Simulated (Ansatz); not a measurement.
Crystal: Cu3O2.

```
CELL_PARAMETERS angstrom
-2.02298 2.02298 3.67362
2.02298 -2.02298 3.67362
2.02298 2.02298 -3.67362
ATOMIC_POSITIONS crystal
Cu 0.00000 0.00000 0.00000
Cu 0.75000 0.25000 0.50000
Cu 0.25000 0.75000 0.50000
O 0.50000 0.00000 0.50000
O 0.00000 0.50000 0.50000
```

The cell comes from a database or a generator and needn't be the stable form of this composition.

| Property | Result |
| --- | --- |
| Program | Ansatz 0.2.0 |
| Task | relaxation of cell and atoms |
| Functional | PBEsol |
| Potentials or basis | Ansatz PAW |
| Cutoff | 420 eV (not typed: the program's choice for these potentials) |
| k mesh | 9 × 9 × 9 |
| Occupations | fermi-dirac, width 0.05 eV |
| Spin | no spin polarisation |

At the start: volume 12.03 Å³/atom.

Q: Where does the relaxation end?

A: It ends after 7 steps and the volume is 11.44 Å³/atom (-4.9 %); space group I4/mmm (No. 139, to 0.05 Å).

Step by step:
| step | energy change (eV) | largest force (eV/Å) | volume (Å³) |
| --- | --- | --- | --- |
| 1 | 0.0000 | 0.0000 | 60.14 |
| 2 | -0.0435 | 0.0000 | 58.77 |
| 3 | -0.0635 | 0.0000 | 57.17 |
| 4 | -0.0632 | 0.0000 | 57.31 |
| 5 | -0.0557 | 0.0000 | 57.31 |
| 6 | -0.0561 | 0.0000 | 57.21 |
| 7 | -0.0557 | 0.0000 | 57.21 |

Final structure:
```xyz
5
Lattice="-1.9848 1.9848 3.6307 1.9848 -1.9848 3.6307 1.9848 1.9848 -3.6307" Properties=species:S:1:pos:R:3 pbc="T T T"
Cu    0.0000    0.0000    0.0000
Cu    0.0000    1.9848    1.8154
Cu    1.9848    0.0000    1.8154
O     0.0000    1.9848    0.0000
O     1.9848    0.0000    0.0000
```

Caveat: the plane-wave basis is chosen anew once the cell has moved, so the energies of steps on either side of that aren't comparable; the pressure holds a Pulay correction of +0.5 GPa for the finite cutoff; an odd number of electrons without spin polarisation forces a metal; a magnetic or distorted state may lie lower; the run has no spin polarisation, though such a crystal can be magnetic; the PAW data sets come from PBE, with cores solved anew for the run's functional, which leaves a small shift of forces and pressure.
